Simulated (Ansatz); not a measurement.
The system is NaCu.

```
CELL_PARAMETERS angstrom
2.94224 0.00000 0.00000
0.00000 2.94224 0.00000
0.00000 0.00000 4.04091
ATOMIC_POSITIONS crystal
Na 0.00000 0.00000 0.00000
Cu 0.50000 0.50000 0.50000
```

The cell was built by a generator and needn't be a form met in nature.

* Program: Ansatz 0.2.0
* Task: relaxation of cell and atoms
* Functional: PBE
* Potentials or basis: Ansatz PAW
* Cutoff: 420 eV (not typed: the program's choice for these potentials)
* k mesh: 9 × 9 × 7
* Occupations: fermi-dirac, width 0.05 eV
* Spin: no spin polarisation

At the start: volume 17.49 Å³/atom.

How do energy, volume and symmetry change on relaxing?

It ends after 10 steps and the volume is 18.22 Å³/atom (+4.2 %); space group P4/mmm (No. 123, to 0.05 Å).

Step by step:
```tsv
step	energy change (eV)	largest force (eV/Å)	volume (Å³)
1	0.0000	0.0000	34.98
2	-0.0418	0.0000	37.04
3	-0.0565	0.0000	37.90
4	-0.0651	0.0000	37.61
5	-0.0700	0.0000	35.99
6	-0.0703	0.0000	36.26
7	-0.0734	0.0000	36.26
8	-0.0740	0.0000	36.40
9	-0.0740	0.0000	36.45
10	-0.0741	0.0000	36.45
```

Final structure:
```cif
data_structure
_symmetry_space_group_name_H-M 'P 1'
_symmetry_Int_Tables_number 1
_cell_length_a 2.8171
_cell_length_b 2.8171
_cell_length_c 4.5927
_cell_angle_alpha 90.000
_cell_angle_beta 90.000
_cell_angle_gamma 90.000
_cell_volume 36.45
loop_
_atom_site_label
_atom_site_type_symbol
_atom_site_fract_x
_atom_site_fract_y
_atom_site_fract_z
_atom_site_occupancy
Na1 Na 0.00000 0.00000 0.00000 1
Cu1 Cu 0.50000 0.50000 0.50000 1
```

Caveat: the plane-wave basis is chosen anew once the cell has moved, so the energies of steps on either side of that aren't comparable.
